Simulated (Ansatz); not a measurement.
# C₂H₄ClFSi: a ladder of functionals and wavefunction methods

An exercise on one series of results from a longer session: the logs are not shown, and one member is left open.

Computed with Ansatz 0.2.0, Gaussian basis. Level: functionals in def2-TZVPP, the program's frozen cores in correlated methods.

The runs, in order: LDA (SPW92), PBE-D4, revPBE-D4, BLYP-D4, r2SCAN-D4, B97M-V, PBE0-D4, B3LYP-D4, r2SCANh-D4, r2SCAN0-D4, HSE06-D4, BHLYP-D4, CAM-B3LYP-D4, LC-ωPBE, ωB97X-V, ωB97M-V, B2PLYP, PBE-QIDH; CCSD(T)/def2-SVP; CCSD(T)/def2-TZVPP; MP2/def2-QZVPP; extrapolation to the limit; RPA on PBE.

### Structure used throughout

An earlier PBE0-D4 in a triple-zeta def2 set relaxation fixed the geometry.

SMILES `F[C@H]1[SiH2][C@@H]1Cl`, 9 atoms, charge 0, spin multiplicity 1.

Atoms are counted from 1 here; the program's logs count them from 0.

Bond lengths: F1–C2 1.366 Å, C2–Si3 1.873 Å, C2–C4 1.507 Å, C2–H6 1.090 Å, Si3–C4 1.868 Å, Si3–H7 1.476 Å, Si3–H8 1.476 Å, C4–Cl5 1.757 Å, C4–H9 1.089 Å. Angles: F1–C2–Si3 127.3°, F1–C2–C4 117.5°, F1–C2–H6 111.2°, Si3–C2–C4 66.1°, Si3–C2–H6 113.7°, C4–C2–H6 113.7°, C2–Si3–C4 47.5°, C2–Si3–H7 116.6°, C2–Si3–H8 121.8°, C4–Si3–H7 121.2°, C4–Si3–H8 115.6°, H7–Si3–H8 116.6°, C2–C4–Si3 66.4°, C2–C4–Cl5 120.0°, C2–C4–H9 111.8°, Si3–C4–Cl5 129.5°, Si3–C4–H9 110.8°, Cl5–C4–H9 111.0°.

Set-up of the first run:

Input file in.yaml:

```yaml
crystal:
  periodic: [false, false, false]
  atoms:
    - {symbol: F, position_ang: [-1.573997, -1.029030, 0.940048]}
    - {symbol: C, position_ang: [-0.471557, -0.240596, 0.773787]}
    - {symbol: Si, position_ang: [1.004418, -0.571264, -0.330463]}
    - {symbol: C, position_ang: [-0.419484, 0.631277, -0.454418]}
    - {symbol: Cl, position_ang: [-0.423027, 2.380959, -0.290893]}
    - {symbol: H, position_ang: [-0.219624, 0.284062, 1.694933]}
    - {symbol: H, position_ang: [2.321567, -0.145701, 0.182261]}
    - {symbol: H, position_ang: [1.003834, -1.664542, -1.322381]}
    - {symbol: H, position_ang: [-1.133631, 0.308534, -1.209976]}
basis:
  gaussian: {orbitals: def2-TZVPP}
hamiltonian: {xc: lda}
output: {orbitals: {seedname: orbitals}}
```

Launch:

```sh
$ ansatz run in.yaml --threads 4 --pin off --events-out ev --progress --plain --max-ram 10444MiB
```

Among the steps run: LDA; PBE-D4 (GGA); revPBE-D4 (GGA); BLYP-D4 (GGA); r2SCAN-D4 (meta-GGA); B97M-V (meta-GGA); B3LYP-D4 (hybrid); r2SCANh-D4 (hybrid); r2SCAN0-D4 (hybrid); HSE06-D4 (hybrid); BHLYP-D4 (hybrid); CAM-B3LYP-D4 (range-separated); LC-ωPBE (range-separated); ωB97X-V (range-separated); ωB97M-V (range-separated); B2PLYP (double hybrid); PBE-QIDH (double hybrid).

One of the session's tables, all rows but one given; the rest of the session is left out.

It belongs to the step «Frontier levels by functional». 

```
  functional  HOMO (eV)  gap (eV)
 LDA (SPW92)      -6.30      4.56
      PBE-D4          ?         ?
   revPBE-D4      -6.10      4.63
     BLYP-D4      -6.01      4.61
   r2SCAN-D4      -6.40      5.08
      B97M-V      -6.47      5.09
     PBE0-D4      -7.35      6.68
    B3LYP-D4      -7.14      6.26
  r2SCANh-D4      -6.84      5.84
  r2SCAN0-D4      -7.51      6.97
    HSE06-D4      -6.95      5.91
    BHLYP-D4      -8.44      8.65
CAM-B3LYP-D4      -8.67      9.02
     LC-ωPBE      -9.98     11.46
     ωB97X-V      -9.64     11.01
     ωB97M-V      -9.49     10.62
```

Estimate the missing values for PBE-D4.

**Answer.** HOMO (eV): -6.15; gap (eV): 4.61. In the column «HOMO (eV)» it lies between LDA (SPW92) (-6.30) and revPBE-D4 (-6.10).
